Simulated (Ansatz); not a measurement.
The system is GdO.

```xyz
2
Lattice="3.1133 0.0000 0.0000 -1.5566 2.6962 0.0000 0.0000 0.0000 3.0384" Properties=species:S:1:pos:R:3 pbc="T T T"
Gd    0.0000    0.0000    0.0000
O     1.5566    0.8987    1.5192
```

The cell comes from a database or a generator and needn't be the stable form of this composition.

Base run:

```yaml
Program: Ansatz 0.2.0
Functional: LDA
Potentials_or_basis: Ansatz PAW
Cutoff: 420 eV
Density_cutoff: 1680 eV
k_mesh: 10 × 10 × 9
Occupations: fermi-dirac, width 0.05 eV
Spin: collinear spin, ferromagnetic start
Starting_moments: "[7.0, 0.0] μB"
Hubbard_terms: Gd f U = 8 eV
```

Its results: band gap on the k mesh none (metal or under the smearing width); pressure 21.9 GPa; net moment 7.50 μB per cell; site moments Gd +7.02; O -0.01 μB.

After a change of settings the same cell gave: band gap on the k mesh none (metal or under the smearing width); pressure 20.6 GPa; net moment 7.46 μB per cell; site moments Gd +6.99; O -0.01 μB. Which change was it?
A. hubbard terms from Gd f U = 8 eV to Gd f U = 3 eV
B. functional from LDA to PBE; hubbard terms from Gd f U = 8 eV to none; hubbard projectors from ortho-atomic (the default) to none
C. hubbard terms from Gd f U = 8 eV to none; hubbard projectors from ortho-atomic (the default) to none
D. hubbard terms from Gd f U = 8 eV to Gd f U = 5 eV

D.

Caveats: the magnetic or orbital state may not be the lowest; spin-orbit coupling is left out, which moves the levels of the heavy elements; a cell with one magnetic atom can't hold antiferromagnetic order, which such compounds often take; the PAW data sets come from PBE, with cores solved anew for the run's functional, which leaves a small shift of forces and pressure.

Not every run made on this cell is shown here.
